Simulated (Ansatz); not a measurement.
# NbTe (Pm-3m) in Ansatz: settings compared, part 2 of 2

Ansatz 0.2.0. Earlier steps stand in the parts before.

### 3 Relaxation of cell and atoms, PBE+D4

File input.yaml:

```yaml
crystal:
  lattice:
    - [3.4257, 0.0, 0.0]
    - [0.0, 3.4257, 0.0]
    - [0.0, 0.0, 3.4257]
  atoms:
    - { symbol: Nb, position: [0.5, 0.5, 0.5] }
    - { symbol: Te, position: [0.0, 0.0, 0.0] }
hamiltonian:
  xc: pbe
  pseudopotentials: { kind: paw }
  dispersion: d4
kpoints:
  mp_grid: { grid: [8, 8, 8] }
scf:
  occupations: { method: fermi_dirac, width: 0.05 }
output:
  forces: true
  stress: true
  eigenvalues: true
relax:
  f_tol: 0.01
  max_steps: 40
  cell: { stress_tol: 0.05 }
```

Potentials or basis: Ansatz PAW.

On the command line:

```console
$ ansatz run input.yaml --threads 2 --pin off --max-ram 5632MiB --backend cpu --events-out ev --progress --plain --runs-dir out
```

Standard output:

```text
Warning: RAYON_NUM_THREADS=2 ignored (pool sized by the plan → 2); use --threads N
Engine: ansatz 0.2.0, x86_64-unknown-linux-gnu
Pseudopotentials: kind: paw
Pseudopotential: Nb, paw, valence charge 13, recommended cutoff 420 eV (normal), Nb.paw.azcp
Pseudopotential: Te, paw, valence charge 16, recommended cutoff 420 eV (normal), Te.paw.azcp
Functional definition: PBE
  parameter kappa = 0.804
  parameter beta = 0.06672455060314922
  exchange = pbe_x(kappa = kappa, mu = beta*pi^2/3)
  correlation = pbe_c(beta = beta)
Crystal: 2 atoms, lattice volume = 40.202 Å³
Basis set: ecut = 420 eV, 751 PW (Γ), exchange–correlation on 48×48×48 points (8 copies of the dense FFT grid, shifted against one another)
Bands: 19, of which v1, the nominal top of the filled ones, is band 15 counted from 1 (14 counted from 0)
Symmetry: 48 space group operations
Space group: Pm-3m (ITA 221), of the structure as read, at distance tolerance 3.4e-5 Å
k-points: 35 of 512
Non-local potential: Nb, projectors of the file, l = 0: 3, l = 1: 2, l = 2: 2, l = 3: 1
Non-local potential: Te, projectors of the file, l = 0: 2, l = 1: 2, l = 2: 2, l = 3: 2
PAW form: soft (Blöchl's): semilocal exchange-correlation on the pseudo side does not see the compensation charge
PAW one-centre angular grid: Nb, 590 points (default); XC on 64 Gauss nodes
PAW one-centre angular grid: Te, 590 points (default); XC on 64 Gauss nodes
Initial density: superposition of atomic densities (neutral atoms: chi_scale 0, normalization atom), corrected by the library's trained network
Initial wavefunctions: pseudopotential atomic-orbital guess
Functional: x = pbe(κ = 0.804, μ = 0.2195149727645171), c = pbe(β = 0.06672455060314922)
SCF iter   1: F=—  HF=-11533.400378 eV  |F-HF|=—  |Δ(HF+E_count)|=         —  Δρ=3.26e-3  dr2=3.06e-3  ethr=1.77e-3  ⟨swp⟩=5.9  Hψ=3320  notcnv=0
preconditioner: auto → none  [metal: Δε(μ)=0.070 eV  Ē_g=7.632 eV  σ=0.050 eV  W_gap=0.33  n_scr=6 (ndim 8)  ℏωp=19.4 eV  f_vac=0.000  D(μ)=2.44/eV (n_scr^D=26)  sad-step TF]
SCF iter   2: F=—  HF=-11533.400369 eV  |F-HF|=—  |Δ(HF+E_count)|=   9.73e-6  Δρ=2.13e-3  dr2=1.51e-3  ethr=1.05e-5  ⟨swp⟩=2.2  Hψ=1159  notcnv=0
SCF iter   3: F=—  HF=-11533.400630 eV  |F-HF|=—  |Δ(HF+E_count)|=   2.61e-4  Δρ=6.92e-4  dr2=1.66e-4  ethr=5.22e-6  ⟨swp⟩=2.0  Hψ=838  notcnv=0
SCF iter   4: F=—  HF=-11533.400530 eV  |F-HF|=—  |Δ(HF+E_count)|=   1.00e-4  Δρ=2.67e-4  dr2=1.52e-5  ethr=5.73e-7  ⟨swp⟩=2.0  Hψ=1091  notcnv=0
SCF iter   5: F=—  HF=-11533.400497 eV  |F-HF|=—  |Δ(HF+E_count)|=   3.25e-5  Δρ=2.41e-5  dr2=8.53e-8  ethr=5.26e-8  ⟨swp⟩=2.0  Hψ=1100  notcnv=0
SCF iter   6: F=-11533.400497 eV  HF=-11533.400497 eV  |F-HF|=6.63e-9  |Δ(HF+E_count)|=   1.13e-7  Δρ=5.33e-6  dr2=1.07e-8  ethr=2.94e-10  ⟨swp⟩=2.9  Hψ=2548  notcnv=0
SCF 1 converged in 6 iterations: F = -11533.400497 eV  dr2 = 1.07e-8
relax step   1: F+E_penalty+E_count = -11533.40049725 eV  Δ(F+E_penalty+E_count) = +0.000e0 eV  max|allowed force component| = 8.710e-30 eV/Å  Δτ_max = 0.0000 Å  P = -3.872 GPa  Ω = 40.202 Å³  (6 SCF iters, dr2 threshold 1.00e-7 eV, accepted)
Crystal: 2 atoms, lattice volume = 36.900 Å³
Basis set: ecut = 420 eV, 739 PW (Γ), exchange–correlation on 48×48×48 points (8 copies of the dense FFT grid, shifted against one another)
Initial density: handed on by an earlier stage of this run
Initial wavefunctions: those handed on with the density
iter 1 solved again at ethr=5.34e-5 eV; its pass at ethr=3.10e-3 eV (dr2=1.55e-2 eV) is discarded
SCF iter   1: F=—  HF=-11533.361044 eV  |F-HF|=—  |Δ(HF+E_count)|=         —  Δρ=4.83e-3  dr2=1.59e-2  ethr=5.34e-5  ⟨swp⟩=1.0  Hψ=3850  notcnv=0
preconditioner: auto → none  [metal: Δε(μ)=0.064 eV  Ē_g=8.187 eV  σ=0.050 eV  W_gap=0.30  n_scr=6 (ndim 8)  ℏωp=20.3 eV  f_vac=0.000  D(μ)=1.70/eV (n_scr^D=18)]
[... 34 lines left out ...]
Initial wavefunctions: pseudopotential atomic-orbital guess (no wavefunctions were taken with the density)
iter 1 solved again at ethr=6.25e-8 eV; its pass at ethr=3.10e-3 eV (dr2=1.81e-5 eV) is discarded
SCF iter   1: F=—  HF=-11533.414861 eV  |F-HF|=—  |Δ(HF+E_count)|=         —  Δρ=3.82e-5  dr2=7.65e-8  ethr=6.25e-8  ⟨swp⟩=3.1  Hψ=5043  notcnv=0
preconditioner: auto → none  [metal: Δε(μ)=0.048 eV  Ē_g=7.832 eV  σ=0.050 eV  W_gap=0.22  n_scr=6 (ndim 8)  ℏωp=19.7 eV  f_vac=0.000  D(μ)=2.20/eV (n_scr^D=18)]
SCF iter   2: F=—  HF=-11533.414837 eV  |F-HF|=—  |Δ(HF+E_count)|=   2.40e-5  Δρ=1.82e-5  dr2=1.62e-8  ethr=2.64e-10  ⟨swp⟩=2.1  Hψ=1136  notcnv=0
SCF iter   3: F=—  HF=-11533.414837 eV  |F-HF|=—  |Δ(HF+E_count)|=   3.26e-8  Δρ=2.86e-6  dr2=4.68e-10  ethr=5.60e-11  ⟨swp⟩=2.0  Hψ=1122  notcnv=0
SCF iter   4: F=—  HF=-11533.414837 eV  |F-HF|=—  |Δ(HF+E_count)|=   1.18e-9  Δρ=5.00e-7  dr2=3.13e-11  ethr=1.61e-12  ⟨swp⟩=2.0  Hψ=1159  notcnv=0
iter 5 did not close the SCF: its close was put off for the readings that it lacked (scf_convergence_deferred on its scf_iter line)
SCF iter   5: F=-11533.414837 eV  HF=-11533.414837 eV  |F-HF|=3.64e-12  |Δ(HF+E_count)|=  2.91e-11  Δρ=2.93e-8  dr2=4.38e-13  ethr=1.00e-12  ⟨swp⟩=1.0  Hψ=665  notcnv=0
SCF iter   6: F=-11533.414837 eV  HF=-11533.414837 eV  |F-HF|=0.00e0  |Δ(HF+E_count)|=  3.64e-12  Δρ=5.80e-9  dr2=7.70e-15  ethr=1.00e-12  ⟨swp⟩=3.4  Hψ=2477  notcnv=0
SCF 5 converged in 6 iterations: F = -11533.414837 eV  dr2 = 7.70e-15
relax step   5: F+E_penalty+E_count = -11533.41483704 eV  Δ(F+E_penalty+E_count) = +2.518e-4 eV  max|allowed force component| = 1.683e-29 eV/Å  Δτ_max = 0.0000 Å  P = +0.025 GPa  Ω = 39.040 Å³  stress off target by 2.51e-2 GPa  SCF on the basis re-selected at this cell (its energy is not comparable with the rows above)  (6 SCF iters)
basis re-selected at this cell: Δ(F+E_penalty+E_count) = +2.518e-4 eV, ΔP = +0.002 GPa vs the last step (what re-selecting the basis moved, of the pressure what is left beyond the Pulay correction that the steps carried, after the strain that the cell walked since its last selection, with what the two solves' SCF thresholds leave and, on support functions, any second-order correction that the steps lacked; it is no measure of the basis error at this ecutwfc). This SCF's stress stands 2.51e-2 GPa from its target on what of the cell is left free (relax.cell.stress_tol is 5.00e-2 GPa) and its largest allowed force component is 1.68e-29 eV/Å (relax.f_tol is 1.00e-2 eV/Å): within both
SCF converged after 6 iterations
Free energy (F): -11533.414837 eV
Harris-Foulkes:  -11533.414837 eV  (|F-HF|=0.00e0)
Internal energy: -11533.395537 eV  (E = F + TS)
E sigma→0 (E₀):  -11533.405187 eV
Entropy (-TS):   -0.019301 eV (-9.650 meV/atom)
Fermi energy:    18.005583 eV
--- Per-component energies (eV) ---
  E_band       = -209.574795
  E_kinetic    = 578.489519
  E_local      = -1441.963272  (includes V_loc(G=0)·N_el)
  E_nonlocal   = -188.679936
  E_hartree    = 825.616035
  E_xc         = -301.289756
  E_vxc        = -319.338140  (∫ρ·V_xc dr)
  E_paw        = -7737.248663  (= ΣΔE_a)
  E_vpaw       = -489.314822  (= ΣTr[D̂ρ^β])
  E_aug_tail   = -0.000215  (compensation charges beyond the density's cutoff)
  E_ewald      = -3267.266257
  E_disp       = -1.052993  (pairwise vdW)
  E_smearing   = -0.019301  (= −TS)
  E_closure    = 0.000000  (closes the sum)
  Σ components = -11533.414837   (vs F -11533.414837, Δ=0.00e0)
--- Forces (eV/Å), atoms counted from 1 ---
  atom   1  Nb     0.00000000    -0.00000000    -0.00000000
  atom   2  Te     0.00000000     0.00000000     0.00000000
  max |Σ_I F_I| component: 3.37e-29 eV/Å
--- Stress (GPa, compression-positive) ---
        0.025058      -0.000000       0.000000
       -0.000000       0.025058      -0.000000
        0.000000      -0.000000       0.025058
  P = ⅓ Tr σ = 0.0251 GPa (0.251 kbar)
--- Band table (eV; the first three rows and the last of 35) ---
  k-point 0: bands = ["-37.2179", "-19.7943", "-19.7943", "-19.7661", "-19.7661", "-19.7661", "-13.2422", "-13.2422", "-13.2422", "3.4009", "15.2047", "15.2047", "16.7977", "16.7977", "16.7977", "19.0875", "19.0875", "19.0875", "21.8799"]
  k-point 1: bands = ["-37.2157", "-19.7942", "-19.7897", "-19.7679", "-19.7679", "-19.7660", "-13.2757", "-13.2378", "-13.2378", "3.5958", "14.2730", "15.3004", "16.4042", "16.4042", "17.0454", "19.1091", "19.6283", "19.6283", "22.7351"]
  k-point 2: bands = ["-37.2107", "-19.7938", "-19.7784", "-19.7723", "-19.7723", "-19.7656", "-13.3556", "-13.2272", "-13.2272", "4.1364", "12.4001", "15.5536", "15.7553", "15.7553", "18.0063", "19.1624", "20.7600", "20.7600", "23.7314"]
  k-point 34: bands = ["-37.1761", "-19.7907", "-19.7907", "-19.7907", "-19.7438", "-19.7438", "-13.3801", "-13.3801", "-13.3801", "7.6875", "11.3649", "11.3649", "11.3649", "20.1022", "20.1022", "20.1022", "20.7087", "20.7087", "23.0237"]
--- Relaxed structure (4 steps of the walk, 3 accepted, 1 SCFs on fresh bases) ---
  F+E_penalty+E_count = -11533.41483704 eV   max|allowed force component| = 1.683e-29 eV/Å   (the final SCF, on the basis selected at the relaxed cell)
  cell:  # Å, volume = 39.0404 Å³
    - [3.392382238943899, 1.2839532962581572e-34, 2.5679065925163143e-34]
    - [0.0, 3.392382238943899, 0.0]
    - [2.5679065925163143e-34, 0.0, 3.392382238943899]
  atoms:
    - { symbol: Nb, position: [0.5000000000000001, 0.5000000000000001, 0.5000000000000001] }
    - { symbol: Te, position: [-2.5565914709490347e-47, 1.1451399296959218e-47, 1.0652464462287646e-48] }
```

It took 7.9 s on 2 threads of Intel Xeon at 2.70GHz, shared host; peak memory 0.37 GiB.

Results:

| Item | Value |
| --- | --- |
| Free energy | -11533.4148 eV |
| Relaxed volume | 19.52 Å³/atom |
| Relaxed cell | a = 3.392 Å, b = 3.392 Å, c = 3.392 Å, α = 90.00°, β = 90.00°, γ = 90.00° |
| Space group after relaxing (to 0.05 Å) | Pm-3m (No. 221) |
| Energy gained by relaxing | 7.2 meV/atom |
| Ionic steps | 4 |
| Pressure after relaxing | 0.0 GPa |
| Band gap on the k mesh | none (metal or under the smearing width) |

Step by step:
```csv
step,energy change (eV),largest force (eV/Å),volume (Å³)
1,0.0000,0.0000,40.20
2,-0.0144,0.0000,39.16
3,-0.0146,0.0000,39.04
4,-0.0143,0.0000,39.04
```

Final structure:
```
CELL_PARAMETERS angstrom
3.39238 0.00000 0.00000
0.00000 3.39238 0.00000
0.00000 0.00000 3.39238
ATOMIC_POSITIONS crystal
Nb 0.50000 0.50000 0.50000
Te 0.00000 0.00000 0.00000
```

Caveat: the plane-wave basis is chosen anew once the cell has moved, so the energies of steps on either side of that aren't comparable; pairwise dispersion overbinds metals, which lowers pressure and volume.
